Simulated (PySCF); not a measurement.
# C3H8O2Si: the cost of one run

Programs: PySCF 2.14.0, with density-fitted response routines of our own. Each step states its level of theory. These are calculated values for one molecule in the gas phase, unless marked as measured. Atoms are numbered from 0 throughout.

**1. Starting geometry**

14 atoms, charge 0, multiplicity 1; geometry from: GFN2-xTB. The atoms were then displaced at random by about 0.01 Å, so the start is not that level's minimum.

Bonds of the start (Å): C0–C1 1.31, C1–O2 1.34, O2–C3 1.44, C3–Si4 1.88, Si4–O5 1.63, C0–H6 1.06, C0–H7 1.08, C1–H8 1.10, C3–H9 1.10, C3–H10 1.12, Si4–H11 1.48, Si4–H12 1.43, O5–H13 0.96.

**2. Geometry optimisation at PBE0-D3(BJ)/def2-SVP**

Job settings and geometry (Å):

```
{"job": {"xc": "PBE0", "basis": "def2-SVP", "d3": "d3bj", "grid": 1, "shake": 0.01, "kind": "geom"}, "charge": 0, "multiplicity": 1}
C     -2.528010    -0.064070     0.567530
C     -1.578790     0.700860     1.057960
O     -0.257770     0.559210     0.893710
C      0.261250    -0.539090     0.127240
Si     2.131240    -0.446140     0.236110
O      2.619630     1.034370    -0.232600
H     -2.368100    -0.897910    -0.061920
H     -3.555880     0.209530     0.775320
H     -1.774390     1.571260     1.706110
H     -0.144200    -0.456010    -0.887510
H     -0.175740    -1.478970     0.548900
H      2.507890    -0.690410     1.646330
H      2.733590    -1.330920    -0.718550
H      2.122120     1.813230     0.036070
```

Command:

```bash
> OMP_NUM_THREADS=1 python probes_run.py task.json out
```

The driver reads the jobs from task.json and runs them one after another.

**Question.** How long does this first job take on 1 thread of Arm Neoverse V1, shared host, and how much memory does it need?

About 56 s, with a peak of 0.49 GiB.
